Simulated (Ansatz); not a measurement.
# H5NOSi + HF: a complex and its separated parts

The complex below is one end of an elementary step. How strongly is it bound against its free parts?

Program: Ansatz 0.2.0, Gaussian basis. Level of theory: PBE0-D4/def2-TZVP structures, single points in def2-TZVPP, no counterpoise correction. These are calculated values, not measurements.

Levels: SPW92, PBE-D4, BLYP-D4, r2SCAN-D4, B97M-V, PBE0-D4, B3LYP-D4, r2SCAN0-D4, BHLYP-D4, CAM-B3LYP-D4, wB97X-V, wB97M-V, B2PLYP, PBE-QIDH, RPA on PBE, Hartree-Fock, MP2, CCSD, CCSD(T).

Cores are frozen in the correlated methods. B3LYP uses VWN-RPA correlation. B2PLYP carries no dispersion term here.

94 further runs of the same task are left out: 94 set aside as unsound or not needed.

### Step 1. Starting geometry

The complex: 10 atoms, charge 0, spin multiplicity 1.

Atoms are counted from 1 here; the program's logs count them from 0.

Bond lengths: Si1–H3 1.484 Å, Si1–H4 1.482 Å, Si1–N5 1.693 Å, Si1–O7 1.678 Å, F2–H6 0.944 Å, N5–H8 1.009 Å, N5–H9 1.007 Å, O7–H10 0.960 Å. Angles: H3–Si1–H4 111.5°, H3–Si1–N5 111.4°, H3–Si1–O7 106.5°, H4–Si1–N5 108.2°, H4–Si1–O7 109.4°, N5–Si1–O7 109.9°, Si1–N5–H8 120.6°, Si1–N5–H9 120.1°, H8–N5–H9 111.2°, Si1–O7–H10 117.6°.

As a file:

```xyz
10
FH6NOSi
Si   -0.91557    0.29702   -0.03944
F     2.29002   -0.98939   -0.55754
H    -1.78276   -0.67584   -0.74874
H    -1.65242    1.53920    0.29340
N    -0.30383   -0.35457    1.39832
H     1.65747   -0.32778   -0.78800
O     0.34603    0.66158   -1.08376
H     0.26054   -1.19039    1.38374
H    -0.03362    0.25379    2.15359
H     0.13393    0.78628   -2.01166
```

Its parts: H5NOSi holds atoms 1, 3, 4, 5, 7, 8, 9, 10; HF holds atoms 2, 6. Each part counts its atoms afresh in its own runs.

### Step 2. Relaxing H5NOSi alone

relax-a/in.yaml

```yaml
crystal:
  periodic: [false, false, false]
  atoms:
    - {symbol: Si, position_ang: [-0.915569, 0.297021, -0.039442]}
    - {symbol: H, position_ang: [-1.782755, -0.675838, -0.748744]}
    - {symbol: H, position_ang: [-1.652421, 1.539200, 0.293398]}
    - {symbol: N, position_ang: [-0.303829, -0.354573, 1.398319]}
    - {symbol: O, position_ang: [0.346029, 0.661580, -1.083760]}
    - {symbol: H, position_ang: [0.260536, -1.190389, 1.383738]}
    - {symbol: H, position_ang: [-0.033623, 0.253792, 2.153594]}
    - {symbol: H, position_ang: [0.133935, 0.786284, -2.011660]}
basis:
  gaussian: {orbitals: def2-TZVP}
hamiltonian: {xc: pbe0, dispersion: d4}
relax: {f_tol: 0.005, max_steps: 200}
```

Command:

```bash
$ ansatz run in.yaml --threads 4 --pin off --events-out ev --progress --plain --max-ram 9574MiB
```

The program printed, shortened:

```text
Functional definition: PBE0
  name "PBE0"
  cite "Adamo & Barone, J. Chem. Phys. 110, 6158 (1999) doi:10.1063/1.478522"
  cite "Perdew, Burke & Ernzerhof, Phys. Rev. Lett. 77, 3865 (1996) doi:10.1103/PhysRevLett.77.3865"
  parent pbe
[...]
794 factors; their error is unknown
[...]
mean field -11492.64732436 eV, -422.3469991742 hartree, gradient 4.7e-5 eV, S^2 0.000000; 0 other end points of the search recorded, 0 dependent functions left out
[...]
reference -11492.64735159 eV, -422.3470001748 hartree; 17, 17 occupied and 112, 112 virtual orbitals, 794 factors
[...]
Atom 0 at    -0.884148     0.311985    -0.059833 Å, force    -0.000312    -0.000712    -0.000719 eV/Å
Atom 1 at    -1.750777    -0.688204    -0.740348 Å, force     0.000782     0.000773     0.000574 eV/Å
Atom 2 at    -1.664366     1.520208     0.312172 Å, force    -0.000192     0.000097     0.000257 eV/Å
Atom 3 at    -0.301071    -0.345697     1.397094 Å, force    -0.001095    -0.000083     0.000984 eV/Å
Atom 4 at     0.338081     0.714355    -1.095376 Å, force    -0.000669    -0.000427    -0.001432 eV/Å
Atom 5 at     0.191886    -1.223391     1.415419 Å, force     0.000440     0.000010     0.000205 eV/Å
Atom 6 at    -0.002138     0.258761     2.144168 Å, force     0.000349    -0.000159    -0.000492 eV/Å
Atom 7 at     0.124835     0.769059    -2.027852 Å, force     0.000697     0.000501     0.000623 eV/Å
Dipole moment:     0.059579    -0.076864    -0.047012 e Å
```

It took 18 s on 4 threads of AMD EPYC, shared host.

Step by step:

```tsv
step	energy from step 1 (eV)	largest force component (eV/Å)
1	0.0000	0.8159
2	-0.0135	0.4372
3	-0.0191	0.0949
4	-0.0197	0.0361
5	-0.0200	0.0461
6	-0.0202	0.0268
7	-0.0202	0.0014
```

Distances of close pairs at the start and the end, largest changes first:

```tsv
bond	before (Å)	after (Å)	change (Å)
Si1–O5	1.678	1.652	-0.026
Si1–N4	1.693	1.702	+0.009
Si1–H2	1.484	1.488	+0.004
Si1–H3	1.482	1.486	+0.003
O5–H8	0.960	0.958	-0.002
N4–H6	1.009	1.007	-0.002
N4–H7	1.007	1.006	-0.000
```

### Step 3. Relaxing HF alone

relax-b/in.yaml

```yaml
crystal:
  periodic: [false, false, false]
  atoms:
    - {symbol: F, position_ang: [2.290024, -0.989391, -0.557545]}
    - {symbol: H, position_ang: [1.657474, -0.327785, -0.787998]}
basis:
  gaussian: {orbitals: def2-TZVP}
hamiltonian: {xc: pbe0, dispersion: d4}
relax: {f_tol: 0.005, max_steps: 200}
```

Command:

```bash
$ ansatz run in.yaml --threads 4 --pin off --events-out ev --progress --plain --max-ram 9574MiB
```

The program printed, shortened:

```text
[... 5 set-up lines as earlier in the session ...]
[...]
200 factors; their error is unknown
[...]
mean field -2731.78538596 eV, -100.3912612635 hartree, gradient 6.8e-6 eV, S^2 0.000000; 0 other end points of the search recorded, 0 dependent functions left out
[...]
reference -2731.80170798 eV, -100.3918610865 hartree; 5, 5 occupied and 32, 32 virtual orbitals, 200 factors
Total energy: -2731.80322131 eV, -100.3919167003 hartree
Atom 0 at     2.282071    -0.981073    -0.560442 Å, force    -0.004623     0.004835    -0.001684 eV/Å
Atom 1 at     1.665427    -0.336103    -0.785101 Å, force     0.004623    -0.004835     0.001684 eV/Å
Dipole moment:    -0.268635     0.280975    -0.097870 e Å
```

Wall time 1.3 s (4 threads of AMD EPYC, shared host).

Relaxation path:

```tsv
step	energy from step 1 (eV)	largest force component (eV/Å)
1	0.0000	0.9315
2	-0.0155	0.2151
3	-0.0163	0.0139
4	-0.0163	0.0048
```

The bond:

```tsv
bond	before (Å)	after (Å)	change (Å)
F1–H2	0.944	0.920	-0.024
```

### Step 4. SPW92/def2-TZVPP

parta/in.yaml

```yaml
crystal:
  periodic: [false, false, false]
  atoms:
    - {symbol: Si, position_ang: [-0.884148, 0.311985, -0.059833]}
    - {symbol: H, position_ang: [-1.750777, -0.688204, -0.740348]}
    - {symbol: H, position_ang: [-1.664366, 1.520208, 0.312172]}
    - {symbol: N, position_ang: [-0.301071, -0.345697, 1.397094]}
    - {symbol: O, position_ang: [0.338081, 0.714355, -1.095376]}
    - {symbol: H, position_ang: [0.191886, -1.223391, 1.415419]}
    - {symbol: H, position_ang: [-0.002138, 0.258761, 2.144168]}
    - {symbol: H, position_ang: [0.124835, 0.769059, -2.027852]}
basis:
  gaussian: {orbitals: def2-TZVPP}
hamiltonian: {xc: lda}
```

partb/in.yaml

```yaml
crystal:
  periodic: [false, false, false]
  atoms:
    - {symbol: F, position_ang: [2.282071, -0.981073, -0.560442]}
    - {symbol: H, position_ang: [1.665427, -0.336103, -0.785101]}
basis:
  gaussian: {orbitals: def2-TZVPP}
hamiltonian: {xc: lda}
```

One command serves all of them, each in its own folder.

Command:

```bash
$ ansatz run in.yaml --threads 4 --pin off --events-out ev --progress --plain --max-ram 9574MiB
```

Output in parta, shortened:

```text
Functional definition: SPW92
  name "SPW92"
  cite "Dirac, Proc. Camb. Phil. Soc. 26, 376 (1930) doi:10.1017/S0305004100016108"
  cite "Slater, Phys. Rev. 81, 385 (1951) doi:10.1103/PhysRev.81.385"
  cite "Perdew & Wang, Phys. Rev. B 45, 13244 (1992) doi:10.1103/PhysRevB.45.13244"
[...]
889 factors; their error is unknown
[...]
mean field -11440.73936908 eV, -420.4394170019 hartree, gradient 3.2e-5 eV, S^2 0.000000; 0 other end points of the search recorded, 0 dependent functions left out
reference -11440.73940285 eV, -420.4394182432 hartree; 17, 17 occupied and 157, 157 virtual orbitals, 889 factors
Total energy: -11440.73940285 eV, -420.4394182432 hartree
```

Output in partb, shortened:

```text
[... 5 set-up lines as earlier in the session ...]
[...]
215 factors; their error is unknown
[...]
mean field -2716.76659341 eV, -99.8393308172 hartree, gradient 3.5e-5 eV, S^2 0.000000; 0 other end points of the search recorded, 0 dependent functions left out
reference -2716.76660449 eV, -99.8393312245 hartree; 5, 5 occupied and 40, 40 virtual orbitals, 215 factors
Total energy: -2716.76660449 eV, -99.8393312245 hartree
```

They took 1.3 s (parta), 0.2 s (partb) on 4 threads of AMD EPYC, shared host.

### Step 5. PBE-D4/def2-TZVPP

The same edit goes into each in.yaml of step 4 (parta, partb):

```diff
-hamiltonian: {xc: lda}
+hamiltonian: {xc: pbe, dispersion: d4}
```

One command serves all of them, each in its own folder.

Command:

```bash
$ ansatz run in.yaml --threads 4 --pin off --events-out ev --progress --plain --max-ram 9574MiB
```

Output in parta, shortened:

```text
Functional definition: PBE
  name "PBE"
[... 2 set-up lines as earlier in the session ...]
[...]
889 factors; their error is unknown
[...]
mean field -11491.79214486 eV, -422.3155719072 hartree, gradient 3.2e-5 eV, S^2 0.000000; 0 other end points of the search recorded, 0 dependent functions left out
reference -11491.79218084 eV, -422.3155732292 hartree; 17, 17 occupied and 157, 157 virtual orbitals, 889 factors
Total energy: -11491.90680472 eV, -422.3197855792 hartree
```

Output in partb, shortened:

```text
[... 4 set-up lines as earlier in the session ...]
[...]
215 factors; their error is unknown
[...]
mean field -2731.84365716 eV, -100.3934026905 hartree, gradient 4.7e-5 eV, S^2 0.000000; 0 other end points of the search recorded, 0 dependent functions left out
reference -2731.84366927 eV, -100.3934031355 hartree; 5, 5 occupied and 40, 40 virtual orbitals, 215 factors
Total energy: -2731.84556321 eV, -100.3934727364 hartree
```

Wall times: 1.9 s (parta), 0.31 s (partb) on 4 threads of AMD EPYC, shared host.

### Step 6. BLYP-D4/def2-TZVPP

The same edit goes into each in.yaml of step 5 (parta, partb):

```diff
-hamiltonian: {xc: pbe, dispersion: d4}
+hamiltonian: {xc: {name: BLYP}, dispersion: d4}
```

Each run has its own folder and the same command.

Command:

```bash
$ ansatz run in.yaml --threads 4 --pin off --events-out ev --progress --plain --max-ram 9574MiB
```

Output in parta, shortened:

```text
Functional definition: BLYP
  name "BLYP"
  cite "Becke, Phys. Rev. A 38, 3098 (1988) doi:10.1103/PhysRevA.38.3098"
  cite "Lee, Yang & Parr, Phys. Rev. B 37, 785 (1988) doi:10.1103/PhysRevB.37.785"
[...]
889 factors; their error is unknown
[...]
mean field -11499.05913315 eV, -422.5826288012 hartree, gradient 3.2e-5 eV, S^2 0.000000; 0 other end points of the search recorded, 0 dependent functions left out
reference -11499.05943691 eV, -422.5826399641 hartree; 17, 17 occupied and 157, 157 virtual orbitals, 889 factors
Total energy: -11499.31889043 eV, -422.5921747049 hartree
```

partb printed, shortened:

```text
[... 4 set-up lines as earlier in the session ...]
[...]
215 factors; their error is unknown
[...]
mean field -2734.23802287 eV, -100.4813940074 hartree, gradient 3.9e-5 eV, S^2 0.000000; 0 other end points of the search recorded, 0 dependent functions left out
reference -2734.23814648 eV, -100.4813985500 hartree; 5, 5 occupied and 40, 40 virtual orbitals, 215 factors
Total energy: -2734.24272860 eV, -100.4815669396 hartree
```

Wall times: 1.9 s (parta), 0.26 s (partb) on 4 threads of AMD EPYC, shared host.

### Step 7. r2SCAN-D4/def2-TZVPP

The same edit goes into each in.yaml of step 6 (parta, partb):

```diff
-hamiltonian: {xc: {name: BLYP}, dispersion: d4}
+hamiltonian: {xc: r2scan, dispersion: d4}
```

The same command starts each run, in its folder.

Command:

```bash
$ ansatz run in.yaml --threads 4 --pin off --events-out ev --progress --plain --max-ram 9574MiB
```

Output in parta, shortened:

```text
Functional definition: r2SCAN
  name "r2SCAN"
  cite "Furness, Kaplan, Ning, Perdew & Sun, J. Phys. Chem. Lett. 11, 8208 (2020) doi:10.1021/acs.jpclett.0c02405"
  cite "Furness, Kaplan, Ning, Perdew & Sun, J. Phys. Chem. Lett. 11, 9248 (2020) doi:10.1021/acs.jpclett.0c03077"
  parent r2scan
[...]
889 factors; their error is unknown
[...]
mean field -11497.52864323 eV, -422.5263843339 hartree, gradient 3.3e-5 eV, S^2 0.000000; 0 other end points of the search recorded, 0 dependent functions left out
reference -11497.52865406 eV, -422.5263847320 hartree; 17, 17 occupied and 157, 157 virtual orbitals, 889 factors
Total energy: -11497.55547742 eV, -422.5273704720 hartree
```

Output in partb, shortened:

```text
[... 5 set-up lines as earlier in the session ...]
[...]
215 factors; their error is unknown
[...]
mean field -2733.29262397 eV, -100.4466512387 hartree, gradient 6.5e-6 eV, S^2 0.000000; 0 other end points of the search recorded, 0 dependent functions left out
reference -2733.29262715 eV, -100.4466513556 hartree; 5, 5 occupied and 40, 40 virtual orbitals, 215 factors
Total energy: -2733.29308470 eV, -100.4466681701 hartree
```

Times: 3.2 s (parta), 0.61 s (partb) on 4 threads of AMD EPYC, shared host.

### Step 8. B97M-V/def2-TZVPP

The same edit goes into each in.yaml of step 7 (parta, partb):

```diff
-hamiltonian: {xc: r2scan, dispersion: d4}
+hamiltonian: {xc: {name: B97M-V}}
```

Each run has its own folder and the same command.

Command:

```bash
$ ansatz run in.yaml --threads 4 --pin off --events-out ev --progress --plain --max-ram 9574MiB
```

parta printed, shortened:

```text
Functional definition: B97M-V
  name "B97M-V"
  cite "Mardirossian & Head-Gordon, J. Chem. Phys. 142, 074111 (2015) doi:10.1063/1.4907719"
  cite "Becke, J. Chem. Phys. 107, 8554 (1997) doi:10.1063/1.475007"
  cite "Vydrov & Van Voorhis, J. Chem. Phys. 133, 244103 (2010) doi:10.1063/1.3521275"
  # Of w^i u^j: cxij and so on, Table III.
[...]
  gx(w, u) = cx00 + cx01*u + cx02*u^2 + (cx10 + cx11*u)*w
[...]
  gos(w, u) = cos00 + cos01*u + cos03*u^3 + cos10*w + cos32*w^3*u^2
[...]
      + integral(e_c_pw_mod_opposite_spin*gos(b97_w_opposite, b97_u_opposite)) + vv10(b, c)
889 factors; their error is unknown
[...]
mean field -11497.18779033 eV, -422.5138582209 hartree, gradient 5.0e-5 eV, S^2 0.000000; 0 other end points of the search recorded, 0 dependent functions left out
reference -11497.18784474 eV, -422.5138602203 hartree; 17, 17 occupied and 157, 157 virtual orbitals, 889 factors
Total energy: -11497.18784474 eV, -422.5138602203 hartree
```

Log of partb, shortened:

```text
[... 5 set-up lines as earlier in the session ...]
  # Of w^i u^j: cxij and so on, Table III.
[...]
  gx(w, u) = cx00 + cx01*u + cx02*u^2 + (cx10 + cx11*u)*w
[...]
  gos(w, u) = cos00 + cos01*u + cos03*u^3 + cos10*w + cos32*w^3*u^2
[...]
      + integral(e_c_pw_mod_opposite_spin*gos(b97_w_opposite, b97_u_opposite)) + vv10(b, c)
215 factors; their error is unknown
[...]
mean field -2733.38834583 eV, -100.4501689522 hartree, gradient 2.3e-5 eV, S^2 0.000000; 0 other end points of the search recorded, 0 dependent functions left out
reference -2733.38836355 eV, -100.4501696032 hartree; 5, 5 occupied and 40, 40 virtual orbitals, 215 factors
Total energy: -2733.38836355 eV, -100.4501696032 hartree
```

They took 5.5 s (parta), 0.55 s (partb) on 4 threads of AMD EPYC, shared host.

### Step 9. PBE0-D4/def2-TZVPP

The same edit goes into each in.yaml of step 8 (parta, partb):

```diff
-hamiltonian: {xc: {name: B97M-V}}
+hamiltonian: {xc: pbe0, dispersion: d4}
+output: {orbitals: {seedname: orbitals}}
```

The same command starts each run, in its folder.

Command:

```bash
$ ansatz run in.yaml --threads 4 --pin off --events-out ev --progress --plain --max-ram 9574MiB
```

parta printed, shortened:

```text
[... 5 set-up lines as earlier in the session ...]
[...]
892 factors; their error is unknown
[...]
mean field -11492.77038843 eV, -422.3515216954 hartree, gradient 1.8e-5 eV, S^2 0.000000; 0 other end points of the search recorded, 0 dependent functions left out
reference -11492.77041551 eV, -422.3515226905 hartree; 17, 17 occupied and 157, 157 virtual orbitals, 892 factors
Total energy: -11492.86542432 eV, -422.3550141998 hartree
```

Log of partb, shortened:

```text
[... 5 set-up lines as earlier in the session ...]
[...]
215 factors; their error is unknown
[...]
mean field -2731.86110222 eV, -100.3940437845 hartree, gradient 4.0e-5 eV, S^2 0.000000; 0 other end points of the search recorded, 0 dependent functions left out
reference -2731.86111093 eV, -100.3940441048 hartree; 5, 5 occupied and 40, 40 virtual orbitals, 215 factors
Total energy: -2731.86262426 eV, -100.3940997187 hartree
```

Times: 2.9 s (parta), 0.3 s (partb) on 4 threads of AMD EPYC, shared host.

### Step 10. B3LYP-D4/def2-TZVPP

The same edit goes into each in.yaml of step 9 (parta, partb):

```diff
-hamiltonian: {xc: pbe0, dispersion: d4}
-output: {orbitals: {seedname: orbitals}}
+hamiltonian: {xc: {name: B3LYP}, dispersion: d4}
```

One command serves all of them, each in its own folder.

Command:

```bash
$ ansatz run in.yaml --threads 4 --pin off --events-out ev --progress --plain --max-ram 9574MiB
```

Output in parta, shortened:

```text
Functional definition: B3LYP
  name "B3LYP"
  cite "Stephens, Devlin, Chabalowski & Frisch, J. Phys. Chem. 98, 11623 (1994) doi:10.1021/j100096a001"
[... 2 set-up lines as earlier in the session ...]
  cite "Vosko, Wilk & Nusair, Can. J. Phys. 58, 1200 (1980) doi:10.1139/p80-159"
[...]
892 factors; their error is unknown
[...]
mean field -11500.88757835 eV, -422.6498229226 hartree, gradient 1.7e-5 eV, S^2 0.000000; 0 other end points of the search recorded, 0 dependent functions left out
reference -11500.88780553 eV, -422.6498312715 hartree; 17, 17 occupied and 157, 157 virtual orbitals, 892 factors
Total energy: -11501.07317617 eV, -422.6566435169 hartree
```

Log of partb, shortened:

```text
[... 6 set-up lines as earlier in the session ...]
[...]
215 factors; their error is unknown
[...]
mean field -2734.54627340 eV, -100.4927220053 hartree, gradient 1.9e-5 eV, S^2 0.000000; 0 other end points of the search recorded, 0 dependent functions left out
reference -2734.54636425 eV, -100.4927253441 hartree; 5, 5 occupied and 40, 40 virtual orbitals, 215 factors
Total energy: -2734.54935404 eV, -100.4928352168 hartree
```

They took 2.6 s (parta), 0.3 s (partb) on 4 threads of AMD EPYC, shared host.

### Step 11. r2SCAN0-D4/def2-TZVPP

The same edit goes into each in.yaml of step 10 (parta, partb):

```diff
-hamiltonian: {xc: {name: B3LYP}, dispersion: d4}
+hamiltonian: {xc: {name: r2SCAN0}, dispersion: d4}
```

Each run has its own folder and the same command.

Command:

```bash
$ ansatz run in.yaml --threads 4 --pin off --events-out ev --progress --plain --max-ram 9574MiB
```

Output in parta, shortened:

```text
Functional definition: r2SCAN0
  name "r2SCAN0"
  cite "Bursch, Neugebauer, Ehlert & Grimme, J. Chem. Phys. 156, 134105 (2022) doi:10.1063/5.0086040"
[... 3 set-up lines as earlier in the session ...]
[...]
892 factors; their error is unknown
[...]
mean field -11496.95430041 eV, -422.5052776244 hartree, gradient 1.8e-5 eV, S^2 0.000000; 0 other end points of the search recorded, 0 dependent functions left out
reference -11496.95430896 eV, -422.5052779387 hartree; 17, 17 occupied and 157, 157 virtual orbitals, 892 factors
Total energy: -11496.98551384 eV, -422.5064246968 hartree
```

Output in partb, shortened:

```text
[... 6 set-up lines as earlier in the session ...]
[...]
215 factors; their error is unknown
[...]
mean field -2732.94540786 eV, -100.4338912819 hartree, gradient 6.6e-5 eV, S^2 0.000000; 0 other end points of the search recorded, 0 dependent functions left out
reference -2732.94541032 eV, -100.4338913724 hartree; 5, 5 occupied and 40, 40 virtual orbitals, 215 factors
Total energy: -2732.94591231 eV, -100.4339098200 hartree
```

They took 4 s (parta), 0.71 s (partb) on 4 threads of AMD EPYC, shared host.

### Step 12. BHLYP-D4/def2-TZVPP

Each input of step 11 (parta, partb) changes in the same lines:

```diff
-hamiltonian: {xc: {name: r2SCAN0}, dispersion: d4}
+hamiltonian: {xc: {name: BHLYP}, dispersion: d4}
```

The same command starts each run, in its folder.

Command:

```bash
$ ansatz run in.yaml --threads 4 --pin off --events-out ev --progress --plain --max-ram 9574MiB
```

parta printed, shortened:

```text
Functional definition: BHLYP
  name "BHLYP"
  cite "Becke, J. Chem. Phys. 98, 1372 (1993) doi:10.1063/1.464304"
[... 2 set-up lines as earlier in the session ...]
[...]
951 factors; their error is unknown
[...]
mean field -11498.32049078 eV, -422.5554841947 hartree, gradient 8.5e-5 eV, S^2 0.000000; 0 other end points of the search recorded, 0 dependent functions left out
reference -11498.32064513 eV, -422.5554898667 hartree; 17, 17 occupied and 157, 157 virtual orbitals, 951 factors
Total energy: -11498.45492300 eV, -422.5604244876 hartree
```

Log of partb, shortened:

```text
[... 5 set-up lines as earlier in the session ...]
[...]
234 factors; their error is unknown
[...]
mean field -2733.43305906 eV, -100.4518121331 hartree, gradient 1.2e-5 eV, S^2 0.000000; 0 other end points of the search recorded, 0 dependent functions left out
reference -2733.43311961 eV, -100.4518143581 hartree; 5, 5 occupied and 40, 40 virtual orbitals, 234 factors
Total energy: -2733.43484762 eV, -100.4518778614 hartree
```

Wall times: 2.3 s (parta), 0.31 s (partb) on 4 threads of AMD EPYC, shared host.

### Step 13. CAM-B3LYP-D4/def2-TZVPP

Each input of step 12 (parta, partb) changes in the same lines:

```diff
-hamiltonian: {xc: {name: BHLYP}, dispersion: d4}
+hamiltonian: {xc: {name: CAM-B3LYP}, dispersion: d4}
```

Each run has its own folder and the same command.

Command:

```bash
$ ansatz run in.yaml --threads 4 --pin off --events-out ev --progress --plain --max-ram 9574MiB
```

parta printed, shortened:

```text
Functional definition: CAM-B3LYP
  name "CAM-B3LYP"
  cite "Yanai, Tew & Handy, Chem. Phys. Lett. 393, 51 (2004) doi:10.1016/j.cplett.2004.06.011"
  cite "Iikura, Tsuneda, Yanai & Hirao, J. Chem. Phys. 115, 3540 (2001) doi:10.1063/1.1383587"
[... 2 set-up lines as earlier in the session ...]
[...]
  # Exact exchange under (alpha + beta erf(omega r))/r, Becke's under what is left of 1/r.
[...]
892 factors; their error is unknown
237 factors; integrals over basis functions are off by at most 1.3e-5 eV
[...]
mean field -11499.09047180 eV, -422.5837804752 hartree, gradient 4.0e-5 eV, S^2 0.000000; 0 other end points of the search recorded, 0 dependent functions left out
reference -11499.09058232 eV, -422.5837845369 hartree; 17, 17 occupied and 157, 157 virtual orbitals, 892 factors
Total energy: -11499.18551178 eV, -422.5872731299 hartree
```

Log of partb, shortened:

```text
[... 6 set-up lines as earlier in the session ...]
[...]
  # Exact exchange under (alpha + beta erf(omega r))/r, Becke's under what is left of 1/r.
[...]
215 factors; their error is unknown
48 factors; integrals over basis functions are off by at most 4.9e-5 eV
[...]
mean field -2733.85903527 eV, -100.4674664698 hartree, gradient 6.2e-5 eV, S^2 0.000000; 0 other end points of the search recorded, 0 dependent functions left out
reference -2733.85907940 eV, -100.4674680919 hartree; 5, 5 occupied and 40, 40 virtual orbitals, 215 factors
Total energy: -2733.86051976 eV, -100.4675210241 hartree
```

Times: 2.7 s (parta), 0.36 s (partb) on 4 threads of AMD EPYC, shared host.

[end of part 1 of 2]
